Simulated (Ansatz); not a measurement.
# ClHf: the cost of one run

Program: Ansatz 0.2.0, Gaussian basis. Level of theory: def2-TZVPP, core rule «outside noble gas», up to 9 orbitals frozen. These are calculated values, not measurements.

The runs, in order: UHF; CCSD(T) on RHF; CCSD(T) on UHF; CCSDT(Q) on RHF; CCSDT(Q) on UHF.

10 further runs of the same task are left out: 6 for a known fault of the program, 4 set aside as unsound or not needed.

## Step 1: The system

The geometry is a PBE0/def2-TZVP stationary point (not a proven minimum) of the parent state, kept for this charge and spin. No spin-orbit coupling is included. Elements past krypton take def2 core potentials.

2 atoms, charge 1, spin multiplicity 1.

Atoms are counted from 1 here; the program's logs count them from 0.

Bond lengths: Hf1–Cl2 2.226 Å.

## Step 2: UHF

The input, in.yaml:

```yaml
crystal:
  periodic: [false, false, false]
  atoms:
    - {symbol: Hf, position_ang: [0.000000, 0.000000, 0.000000]}
    - {symbol: Cl, position_ang: [0.000000, 0.000000, 2.226400]}
basis:
  gaussian: {orbitals: def2-TZVPP}
total_charge: 1
magnetization: {spin_polarized: true, initial_magnetization: 0}
hamiltonian: {xc: hf}
output: {orbitals: {seedname: orbitals}}
```

On the command line:

```sh
ansatz run in.yaml --threads 1 --pin off --events-out ev --progress --plain --max-ram 2816MiB --backend cpu
```

**Question.** How long does this run take on 1 thread of AMD EPYC 7R13, shared host, and how much memory does it need?

About 6 s, with a peak of 0.27 GiB.
